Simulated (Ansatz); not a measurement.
# C2H6BN: the cost of one run

The runs use Ansatz 0.2.0, Gaussian basis; the settings change from run to run.

## Step 1: The molecule

The structure was relaxed beforehand with PBE0-D4 in a triple-zeta def2 set.

SMILES `BCN=C`, 10 atoms, charge 0, spin multiplicity 1.

Atoms are counted from 1 here; the program's logs count them from 0.

Bond lengths: B1–C2 1.553 Å, B1–H5 1.197 Å, B1–H6 1.194 Å, C2–N3 1.437 Å, C2–H7 1.105 Å, C2–H8 1.107 Å, N3–C4 1.258 Å, C4–H9 1.089 Å, C4–H10 1.100 Å. Angles: C2–B1–H5 117.9°, C2–B1–H6 121.9°, H5–B1–H6 120.1°, B1–C2–N3 116.1°, B1–C2–H7 111.3°, B1–C2–H8 101.3°, N3–C2–H7 113.7°, N3–C2–H8 108.4°, H7–C2–H8 104.6°, C2–N3–C4 118.2°, N3–C4–H9 119.4°, N3–C4–H10 123.3°, H9–C4–H10 117.3°.

## Step 2: PBE0/cc-pVTZ-DK

Set apart from the defaults: charge +1, multiplicity 2.

Contents of in.yaml:

```yaml
crystal:
  periodic: [false, false, false]
  atoms:
    - {symbol: B, position_ang: [-1.493611, 0.697037, -0.363482]}
    - {symbol: C, position_ang: [0.047632, 0.570852, -0.216390]}
    - {symbol: N, position_ang: [0.513667, -0.213456, 0.894224]}
    - {symbol: C, position_ang: [1.225195, -1.222039, 0.653596]}
    - {symbol: H, position_ang: [-1.920991, 1.252112, -1.334176]}
    - {symbol: H, position_ang: [-2.242939, 0.297156, 0.475511]}
    - {symbol: H, position_ang: [0.521381, 0.303779, -1.178384]}
    - {symbol: H, position_ang: [0.336535, 1.626013, -0.045903]}
    - {symbol: H, position_ang: [1.571358, -1.841839, 1.479686]}
    - {symbol: H, position_ang: [1.524772, -1.520715, -0.361683]}
basis:
  gaussian: {orbitals: cc-pVTZ-DK}
total_charge: 1
magnetization: {spin_polarized: true, initial_magnetization: 1}
hamiltonian: {xc: {name: PBE0}}
output: {forces: true}
```

The run is started by

```bash
$ ansatz run in.yaml --threads 2 --pin off --events-out ev --progress --plain --max-ram 4352MiB
```

**Question.** How long does this run take on 2 threads of Arm Neoverse V1, shared host, and how much memory does it need?

About 10 s, with a peak of 0.48 GiB.
